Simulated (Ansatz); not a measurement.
# RuGe+ (octet): wave-function methods side by side, def2-SVP

One table from this session's results is given with a row withheld; the runs are named, their logs left out.

Program: Ansatz 0.2.0, Gaussian basis. Level of theory: def2-SVP, core rule «outside noble gas», up to 18 orbitals frozen. These are calculated values, not measurements.

To be run: UHF; CCSD(T) on ROHF; CCSD(T) on UHF; CISD as a restricted active space (open shells left free, so some higher excitations enter); CCSDT(Q) on ROHF; CCSDT(Q) on UHF; CASSCF and MRCISD+Q, 11 electrons in 10 orbitals; CASSCF and NEVPT2, 11 electrons in 10 orbitals.

11 further runs of the same task are left out: 5 that didn't finish, 6 set aside as unsound or not needed. Runs told in other sessions of the task aren't counted.

## The geometry

The geometry is a PBE0/def2-TZVP stationary point (not a proven minimum) of the parent state, kept for this charge and spin. No spin-orbit coupling is included. Elements past krypton take def2 core potentials. The filled d shell of Ge may be among the frozen orbitals whatever the setting's name suggests.

2 atoms, charge 1, spin multiplicity 8.

Atoms are counted from 1 here; the program's logs count them from 0.

Bond lengths: Ru1–Ge2 2.529 Å.

The first run:

Input file in.yaml:

```yaml
crystal:
  periodic: [false, false, false]
  atoms:
    - {symbol: Ru, position_ang: [0.000000, 0.000000, 0.000000]}
    - {symbol: Ge, position_ang: [0.000000, 0.000000, 2.528800]}
basis:
  gaussian: {orbitals: def2-SVP}
total_charge: 1
magnetization: {spin_polarized: true, initial_magnetization: 7}
hamiltonian: {xc: hf}
output: {orbitals: {seedname: orbitals}}
```

Command:

```
> ansatz run in.yaml --threads 1 --pin off --events-out ev --progress --plain --max-ram 2393MiB
```

Among the steps run: UHF; CCSD(T) on ROHF; CCSD(T) on UHF; CISD as a restricted active space (open shells left free, so some higher excitations enter); CCSDT(Q) on ROHF; CCSDT(Q) on UHF; CASSCF and MRCISD+Q, 11 electrons in 10 orbitals; CASSCF and NEVPT2, 11 electrons in 10 orbitals.

One of the session's tables, all rows but one given; the rest of the session is left out.

It belongs to the step «Misses and costs». 

```
          method  from RCCSDT(Q) (meV)
            ROHF               +4729.9
             UHF               +4454.1
            RMP2                +701.3
            UMP2                +659.7
            CISD                +388.5
           RCCSD                +166.2
           UCCSD                 +90.2
        RCCSD(T)                 +38.5
        UCCSD(T)                 -33.2
          RCCSDT                  +7.4
          UCCSDT                 -65.6
       RCCSDT(Q)                     0
       UCCSDT(Q)                     ?
  CASSCF valence               +4270.4
  NEVPT2 valence                +937.6
  MRCISD valence                +362.7
MRCISD+Q valence                 +68.4
```

**Question.** Estimate the row for UCCSDT(Q).

As computed: from RCCSDT(Q) (meV): -73.3. In the column «from RCCSDT(Q) (meV)» it is the lowest.

Caveats from the session: Restricted and unrestricted rows rest on different reference determinants; a gap between their highest levels can come from leftover correlation error, from unlike frozen cores or from another state.
